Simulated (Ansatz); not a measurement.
# C₂H₂Zn: taking an electron away

Aim: the vertical ionisation energy of C₂H₂Zn, as cation minus neutral at the neutral's geometry, on several levels, and how well −ε(HOMO) stands in for it.

The runs use Ansatz 0.2.0, Gaussian basis; unrestricted cation, the program's frozen cores in correlated methods.

Plan: UKS PBE-D4/def2-TZVPP; UKS r2SCAN-D4/def2-TZVPP; UKS PBE0-D4/def2-TZVPP; UKS B3LYP-D4/def2-TZVPP; UKS wB97X-V/def2-TZVPP; UKS wB97M-V/def2-TZVPP; UKS B2PLYP (frozen core with 3s3p of Cu, Zn)/def2-TZVPP; UHF-CCSD(T) with 3s3p of Cu, Zn/def2-TZVPP; UHF-MP2 with 3s3p of Cu, Zn/def2-QZVPP; extrapolation to the limit; then −ε(HOMO) from the neutral's earlier runs with LDA (SPW92), PBE-D4, revPBE-D4, BLYP-D4, r2SCAN-D4, B97M-V, PBE0-D4, B3LYP-D4, r2SCANh-D4, r2SCAN0-D4, HSE06-D4, BHLYP-D4, CAM-B3LYP-D4, LC-ωPBE, ωB97X-V, ωB97M-V.

**1. Structure used throughout**

All runs share one geometry, relaxed beforehand with PBE0-D4 in a triple-zeta def2 set.

5 atoms, charge 0, spin multiplicity 1.

Atoms are counted from 1 here; the program's logs count them from 0.

Bond lengths: C1–C2 1.197 Å, C1–H4 1.065 Å, C2–H5 1.065 Å. Angles: C2–C1–H4 179.8°, C1–C2–H5 179.8°.

As a file:

```xyz
5
charge 0, multiplicity 1
C    -0.7405    0.1198   -0.4689
C     0.0437    1.0059   -0.2867
Zn    1.4433   -2.3249    1.4697
H    -1.4402   -0.6659   -0.6330
H     0.7435    1.7914   -0.1225
```

**2. Cation, UKS PBE-D4/def2-TZVPP**

File in.yaml:

```yaml
crystal:
  periodic: [false, false, false]
  atoms:
    - {symbol: C, position_ang: [-0.740478, 0.119752, -0.468913]}
    - {symbol: C, position_ang: [0.043653, 1.005914, -0.286728]}
    - {symbol: Zn, position_ang: [1.443335, -2.324871, 1.469670]}
    - {symbol: H, position_ang: [-1.440248, -0.665891, -0.632993]}
    - {symbol: H, position_ang: [0.743537, 1.791397, -0.122538]}
basis:
  gaussian: {orbitals: def2-TZVPP}
total_charge: 1
magnetization: {spin_polarized: true, initial_magnetization: 1}
hamiltonian: {xc: pbe, dispersion: d4}
```

Command:

```
$ ansatz run in.yaml --threads 2 --pin off --events-out ev --progress --plain --max-ram 4352MiB
```

After this run come: Cation, UKS r2SCAN-D4/def2-TZVPP; Cation, UKS PBE0-D4/def2-TZVPP; Cation, UKS B3LYP-D4/def2-TZVPP; Cation, UKS wB97X-V/def2-TZVPP; Cation, UKS wB97M-V/def2-TZVPP; Cation, UKS B2PLYP (frozen core with 3s3p of Cu, Zn)/def2-TZVPP; Cation, UHF-CCSD(T) with 3s3p of Cu, Zn/def2-TZVPP; Cation, UHF-MP2 with 3s3p of Cu, Zn/def2-QZVPP.

Q: Predict the results of all the runs planned. Wanted: ionisation energy, CCSD(T)/CBS; nearest functional by difference; nearest −ε(HOMO); −ε(HOMO) of PBE; T1 of the cation.

As calculated:

| quantity | value |
| --- | --- |
| ionisation energy, CCSD(T)/CBS | 9.02 eV |
| nearest functional by difference | B3LYP-D4 (-0.11 eV) |
| nearest −ε(HOMO) | LC-ωPBE (-0.31 eV) |
| −ε(HOMO) of PBE | 5.63 eV |
| T1 of the cation | 0.012 |

Energy differences with functionals land within 0.33 eV of the reference. The PBE orbital energy is 3.4 eV too small: a semilocal HOMO is no ionisation energy. Among orbital estimates LC-ωPBE comes nearest. Hartree-Fock falls 1.70 eV short, as the neutral has more correlation energy than the cation. For Zn the d shell is correlated and the shells below it are frozen.
